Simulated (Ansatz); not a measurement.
NaLaMnMoO6:

```
CELL_PARAMETERS angstrom
3.79453 -3.84926 -0.00008
3.79453 3.84926 -0.00008
-0.04604 0.00000 8.22029
ATOMIC_POSITIONS crystal
Na 0.50640 0.49360 0.75000
Na 0.49360 0.50640 0.25000
La 0.01239 0.98761 0.75000
La 0.98761 0.01239 0.25000
Mn 0.00000 0.50000 0.50000
Mn 0.50000 0.00000 0.00000
Mo 0.50000 0.00000 0.50000
Mo 0.00000 0.50000 0.00000
O 0.54302 0.05203 0.73247
O 0.45698 0.94797 0.26753
O 0.27994 0.71875 0.54832
O 0.72006 0.28125 0.45168
O 0.79897 0.79494 0.49934
O 0.20103 0.20506 0.50066
O 0.05203 0.54302 0.23247
O 0.94797 0.45698 0.76753
O 0.79494 0.79897 0.99934
O 0.20506 0.20103 0.00066
O 0.28125 0.72006 0.95168
O 0.71875 0.27994 0.04832
```

The cell was built by a generator and needn't be a form met in nature.

| Quantity | Value |
| --- | --- |
| Program | Ansatz 0.2.0 |
| Task | relaxation of cell and atoms |
| Functional | PBE |
| Dispersion | D4 |
| Potentials or basis | Ansatz PAW |
| Cutoff | 420 eV (not typed: the program's choice for these potentials) |
| k mesh | 4 × 4 × 3 |
| Occupations | fermi-dirac, width 0.05 eV |
| Spin | collinear spin, ferromagnetic start |
| Starting moments | [0.0, 0.0, 0.0, 0.0, 4.0, 4.0, 1.0, 1.0, 0.0, 0.0, 0.0, 0.0, 0.0, 0.0, 0.0, 0.0, 0.0, 0.0, 0.0, 0.0] μB |

At the start: volume 12.01 Å³/atom.

**Question.** Where does the relaxation end?

**Answer.** It ends after 10 steps and the volume is 11.74 Å³/atom (-2.2 %); space group C2/c (No. 15, to 0.05 Å); moment 6.28 μB per cell.

The path:
| step | energy change (eV) | largest force (eV/Å) | volume (Å³) |
| --- | --- | --- | --- |
| 1 | 0.0000 | 0.1389 | 240.13 |
| 2 | -0.0670 | 0.2072 | 235.48 |
| 3 | -0.0784 | 0.1014 | 234.85 |
| 4 | -0.0805 | 0.0198 | 234.84 |
| 5 | -0.0804 | 0.0168 | 234.95 |
| 6 | -0.0803 | 0.0061 | 235.00 |
| 7 | -0.0636 | 0.0058 | 235.00 |
| 8 | -0.0647 | 0.0150 | 234.73 |
| 9 | -0.0646 | 0.0025 | 234.79 |
| 10 | -0.0637 | 0.0025 | 234.79 |

Final structure:
```xyz
20
Lattice="3.7624 -3.8211 -0.0013 3.7624 3.8211 -0.0013 -0.0483 0.0000 8.1656" Properties=species:S:1:pos:R:3 pbc="T T T"
Na    3.7262   -0.0471    6.1229
Na    3.7504    0.0471    2.0401
La    3.7262    3.7292    6.1229
La    3.7504   -3.7292    2.0401
Mn    1.8571    1.9106    4.0821
Mn    1.8812   -1.9106   -0.0006
Mo    1.8571   -1.9106    4.0821
Mo    1.8812    1.9106   -0.0006
O     2.2112   -1.8763    5.9901
O     5.2654    1.8763    2.1729
O     3.7192    1.6788    4.4801
O     3.7574   -1.6788    3.6829
O     5.9624   -0.0230    4.0754
O     1.5142    0.0230    4.0875
O     2.2353    1.8763    1.9074
O     5.2413   -1.8763    6.2556
O     5.9382    0.0230    8.1582
O     1.5384   -0.0230    0.0048
O     3.7333    1.6788    7.7657
O     3.7433   -1.6788    0.3973
```

Caveat: the plane-wave basis is chosen anew once the cell has moved, so the energies of steps on either side of that aren't comparable; the pressure holds a Pulay correction of +0.6 GPa for the finite cutoff; only a ferromagnetic start was run, and an antiferromagnetic order may lie lower in energy; pairwise dispersion overbinds metals, which lowers pressure and volume; the starting moments weren't kept.
